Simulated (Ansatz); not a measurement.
Crystal: NaY.

```
CELL_PARAMETERS angstrom
4.01188 0.00000 0.00000
0.00000 4.01188 0.00000
0.00000 0.00000 4.01188
ATOMIC_POSITIONS crystal
Na 0.00000 0.00000 0.00000
Y 0.50000 0.50000 0.50000
```

The cell was built by a generator and needn't be a form met in nature.

Base run:

| Property | Result |
| --- | --- |
| Program | Ansatz 0.2.0 |
| Functional | revPBE |
| Potentials or basis | Ansatz PAW |
| Cutoff | 420 eV (not typed: the program's choice for these potentials) |
| k mesh | 7 × 7 × 7 |
| Occupations | fermi-dirac, width 0.05 eV |
| Spin | no spin polarisation |

Its results: band gap on the k mesh none (metal or under the smearing width); pressure 0.9 GPa.

**Question.** After a change of settings the same cell gave: band gap on the k mesh none (metal or under the smearing width); pressure 0.0 GPa. Which change was it?
A. functional from revPBE to PBE
B. functional from revPBE to PBEsol
C. functional from revPBE to RPBE
D. functional from revPBE to LDA

**Answer.** A.

PBE binds more tightly than revPBE, so the same cell stands under less pressure.

Caveats: the PAW data sets come from PBE, with cores solved anew for the run's functional, which leaves a small shift of forces and pressure (some runs).
